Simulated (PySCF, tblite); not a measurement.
**C3H7FSeSi: geometry, infrared bands and NMR shifts**

What infrared bands and NMR shifts should C3H7FSeSi (`F/C=C\C[Se][SiH3]`) show?

Programs: tblite 0.8.0 and PySCF 2.14.0, with density-fitted response routines of our own. Each step states its level of theory. These are calculated values for one molecule in the gas phase, unless marked as measured. Atoms are numbered from 0 throughout.

## (1) The molecule as given

13 atoms, charge 0, multiplicity 1; geometry from: force field or distance geometry start.

Bonds of the start (Å): F0–C1 1.36, C1–C2 1.36, C2–C3 1.49, C3–Se4 1.94, Se4–Si5 2.28, C1–H6 1.08, C2–H7 1.08, C3–H8 1.11, C3–H9 1.12, Si5–H10 1.47, Si5–H11 1.48, Si5–H12 1.46.

## (2) Optimising the geometry with GFN2-xTB

What the job is given:

```
{"job": {"kind": "relax", "xc": "GFN2-xTB", "basis": "xTB"}, "charge": 0, "multiplicity": 1}
F     -1.802900     0.183300    -2.361700
C     -2.401800    -0.411600    -1.301100
C     -1.673800    -0.764500    -0.210500
C     -0.206400    -0.508100    -0.131600
Se     0.152200     1.393200     0.058200
Si     2.404100     1.043600     0.108500
H     -3.461000    -0.620200    -1.324400
H     -2.176600    -1.254900     0.615600
H      0.307100    -0.924800    -1.023000
H      0.189100    -1.037200     0.777600
H      3.099100     2.332000     0.246800
H      2.736300     0.180800     1.258400
H      2.830200     0.388900    -1.123500
```

Run with:

```bash
> OMP_NUM_THREADS=1 python probes_run.py task.json out
```

The driver reads the jobs from task.json and runs them one after another.

**Question.** This job is followed by: GFN2-xTB harmonic vibrations, gas phase; GIAO PBE0/pcSseg-1 NMR shielding, non-relativistic, gas phase. Predict these results of the whole session: strongest single infrared mode (GFN2-xTB); zero-point energy (GFN2-xTB); 13C shifts against TMS (PBE0/pcSseg-1); 1H shifts against TMS (PBE0/pcSseg-1, means over atoms taken as alike); 19F shifts against CFCl3 (PBE0/pcSseg-1); 77Se shifts against Me2Se (PBE0/pcSseg-1); 29Si shifts against TMS (PBE0/pcSseg-1).

The runs gave:

| quantity | value |
| --- | --- |
| strongest single infrared mode (GFN2-xTB) | 748 cm⁻¹, 646 km/mol |
| zero-point energy (GFN2-xTB) | 53.6 kcal/mol |
| 13C shifts against TMS (PBE0/pcSseg-1) | 160.3, 116.0, 26.1 ppm |
| 1H shifts against TMS (PBE0/pcSseg-1, means over atoms taken as alike) | 6.92, 5.22, 4.67, 3.47 ppm |
| 19F shifts against CFCl3 (PBE0/pcSseg-1) | -122.0 ppm |
| 77Se shifts against Me2Se (PBE0/pcSseg-1) | -213 ppm |
| 29Si shifts against TMS (PBE0/pcSseg-1) | -59.7 ppm |

In words: Over 107 steps the energy fell by 0.234 eV; of the close pairs, C3–Se4 changed most, 1.944 to 2.002 Å. All 33 modes are real, so the xTB geometry is a minimum. The strongest single mode, at 748 cm⁻¹, moves mainly H10 and H11. GFN2-xTB is a fitted tight-binding method: band positions and strengths are rough. Its intensities can rank the bands wrongly. At PBE0/pcSseg-1: Shielding is most anisotropic at Se4 (span 1126 ppm, paramagnetic term -1030 ppm). Spin-orbit coupling is left out, which matters for shieldings and couplings at and beside the heavy atoms.
